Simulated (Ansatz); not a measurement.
**Titanium tetrachloride (TiCl4): basis-set convergence**

An exercise on one series of results from a longer session: the logs are not shown, and one member is left open.

Computed with Ansatz 0.2.0, Gaussian basis. Level: one geometry, several basis sets.

Levels to be run: PBE0-D4/def2-SVP; ωB97M-V/def2-SVP; PBE0-D4/def2-QZVPP; ωB97M-V/def2-QZVPP; the functionals' def2-TZVPP values are taken from earlier runs.

### Structure used throughout

The geometry comes from an earlier relaxation with PBE0-D4 in a triple-zeta def2 set; it is a stationary point.

SMILES `[Cl][Ti]([Cl])([Cl])[Cl]`, 5 atoms, charge 0, spin multiplicity 1.

Atoms are counted from 1 here; the program's logs count them from 0.

Bond lengths: Cl1–Ti2 2.162 Å, Ti2–Cl3 2.162 Å, Ti2–Cl4 2.162 Å, Ti2–Cl5 2.162 Å. Angles: Cl1–Ti2–Cl3 109.5°, Cl1–Ti2–Cl4 109.5°, Cl1–Ti2–Cl5 109.5°, Cl3–Ti2–Cl4 109.5°, Cl3–Ti2–Cl5 109.5°, Cl4–Ti2–Cl5 109.5°.

The first run:

Contents of in.yaml:

```yaml
crystal:
  periodic: [false, false, false]
  atoms:
    - {symbol: Cl, position_ang: [-1.013703, -0.083939, 1.894766]}
    - {symbol: Ti, position_ang: [0.009908, -0.014696, -0.008240]}
    - {symbol: Cl, position_ang: [1.760436, -1.280980, 0.068623]}
    - {symbol: Cl, position_ang: [-1.316568, -0.713055, -1.565990]}
    - {symbol: Cl, position_ang: [0.609727, 2.018969, -0.430559]}
basis:
  gaussian: {orbitals: def2-SVP}
hamiltonian: {xc: pbe0, dispersion: d4}
output: {orbitals: {seedname: orbitals}}
```

Command:

```bash
> ansatz run in.yaml --threads 4 --pin off --events-out ev --progress --plain --max-ram 10444MiB
```

Steps of the session up to this table: PBE0-D4 in def2-SVP; ωB97M-V in def2-SVP; PBE0-D4 in def2-QZVPP; ωB97M-V in def2-QZVPP.

One of the session's tables, all rows but one given; the rest of the session is left out.

It belongs to the step «Functionals by basis». 

| functional | basis | HOMO (eV) | LUMO (eV) |
| --- | --- | --- | --- |
| PBE0-D4 | def2-SVP | -9.55 | -3.82 |
| PBE0-D4 | def2-TZVPP | -9.63 | -3.73 |
| PBE0-D4 | def2-QZVPP | -9.64 | -3.74 |
| ωB97M-V | def2-SVP | -11.65 | -1.61 |
| ωB97M-V | def2-TZVPP | -11.80 | -1.59 |
| ωB97M-V | def2-QZVPP | ? | ? |

**Question.** Estimate the row for ωB97M-V, def2-QZVPP.

As computed: HOMO (eV): -11.83; LUMO (eV): -1.62. In the column «HOMO (eV)» it is the lowest.
